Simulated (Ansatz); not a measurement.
# RbTl3: the cost of one run

Method: DFT r2SCAN, scalar-relativistic, plane waves, PAW, in Ansatz 0.2.0.

2 further runs of the same task are left out: 1 that didn't finish, 1 set aside as unsound or not needed.

## 1. The structure to begin with

It takes space group Fm-3m (No. 225, cubic). The conventional cell has a = 8.236 Å, b = 8.236 Å, c = 8.236 Å, α = 90.00°, β = 90.00°, γ = 90.00°. Rb (site symmetry m-3m) has 8 Tl at 3.57 Å as nearest neighbours. Around Tl (site symmetry -43m) lie 4 Rb at 3.57 Å and 4 Tl at 3.57 Å. Tl (site symmetry m-3m) has 8 Tl at 3.57 Å as nearest neighbours.

As a file:

```
Rb Tl
1.0
     0.00000    4.11800    4.11800
     4.11800    0.00000    4.11800
     4.11800    4.11800    0.00000
Rb Tl
1 3
Cartesian
  0.0000 0.0000 0.0000
  2.0590 2.0590 2.0590
  6.1770 6.1770 6.1770
  4.1180 4.1180 4.1180
```

Source of the structure: the Materials Project (structure only).

(A quick probe on a coarse mesh, which set the mesh and smearing, is not shown.)

## 3. Full relaxation

input.yaml reads:

```yaml
crystal:
  lattice:
    - [0.0, 4.117997, 4.117997]
    - [4.117997, 0.0, 4.117997]
    - [4.117997, 4.117997, 0.0]
  atoms:
    - { symbol: Rb, position: [0.0, 0.0, 0.0] }
    - { symbol: Tl, position: [0.25, 0.25, 0.25] }
    - { symbol: Tl, position: [0.75, 0.75, 0.75] }
    - { symbol: Tl, position: [0.5, 0.5, 0.5] }
basis:
  ecutwfc: 500
kpoints:
  mp_grid: { grid: [10, 10, 10] }
hamiltonian:
  xc: r2scan
scf:
  occupations: { method: gaussian, width: 0.1 }
output:
  forces: true
  stress: true
  eigenvalues: true
relax:
  adjacent_minimum: "off"
  f_tol: 0.005
  max_steps: 80
  cell: { stress_tol: 0.05 }
```

Run with:

```sh
$ ansatz run input.yaml --threads 1 --pin off --max-ram 2560MiB --backend cpu --events-out ev --progress --plain --runs-dir out
```

Q: Estimate wall time and peak memory on 1 thread of Arm Neoverse V2, shared host.

About 93 s, with a peak of 0.88 GiB.
